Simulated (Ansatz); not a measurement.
# FH5SiSn: the cost of one run

The runs use Ansatz 0.2.0, Gaussian basis; the settings change from run to run.

## Step 1: The molecule

The geometry comes from an earlier relaxation with PBE0-D4 in a triple-zeta def2 set; it is a stationary point, not always the lowest conformer. Sn takes a core potential in def2 sets; no spin-orbit term is included.

SMILES `F[SiH2][SnH3]`, 8 atoms, charge 0, spin multiplicity 1.

Atoms are counted from 1 here; the program's logs count them from 0.

Bond lengths: F1–Si2 1.607 Å, Si2–Sn3 2.568 Å, Si2–H4 1.486 Å, Si2–H5 1.486 Å, Sn3–H6 1.706 Å, Sn3–H7 1.706 Å, Sn3–H8 1.708 Å. Angles: F1–Si2–Sn3 109.3°, F1–Si2–H4 107.7°, F1–Si2–H5 107.7°, Sn3–Si2–H4 111.6°, Sn3–Si2–H5 111.6°, H4–Si2–H5 108.9°, Si2–Sn3–H6 110.9°, Si2–Sn3–H7 110.9°, Si2–Sn3–H8 109.5°, H6–Sn3–H7 108.7°, H6–Sn3–H8 108.4°, H7–Sn3–H8 108.4°.

## Step 2: wB97/x2c-TZVPPall

Set apart from the defaults: atoms shaken by 0.03 Å.

in.yaml reads:

```yaml
crystal:
  periodic: [false, false, false]
  atoms:
    - {symbol: F, position_ang: [-2.274146, -0.240261, -0.750115]}
    - {symbol: Si, position_ang: [-0.815689, 0.402486, -0.946176]}
    - {symbol: Sn, position_ang: [0.777439, -0.373798, 0.890554]}
    - {symbol: H, position_ang: [-0.313105, -0.039159, -2.314410]}
    - {symbol: H, position_ang: [-0.933496, 1.860789, -0.963588]}
    - {symbol: H, position_ang: [0.256837, 0.140226, 2.436948]}
    - {symbol: H, position_ang: [0.979730, -2.056565, 0.872440]}
    - {symbol: H, position_ang: [2.373388, 0.290588, 0.693226]}
basis:
  gaussian: {orbitals: x2c-TZVPPall}
hamiltonian: {xc: {name: wB97}}
```

Launch:

```console
> ansatz run in.yaml --threads 2 --pin off --events-out ev --progress --plain --max-ram 4352MiB
```

Q: Estimate wall time and peak memory on 2 threads of Arm Neoverse V1, shared host.

About 8.5 s, with a peak of 0.4 GiB.
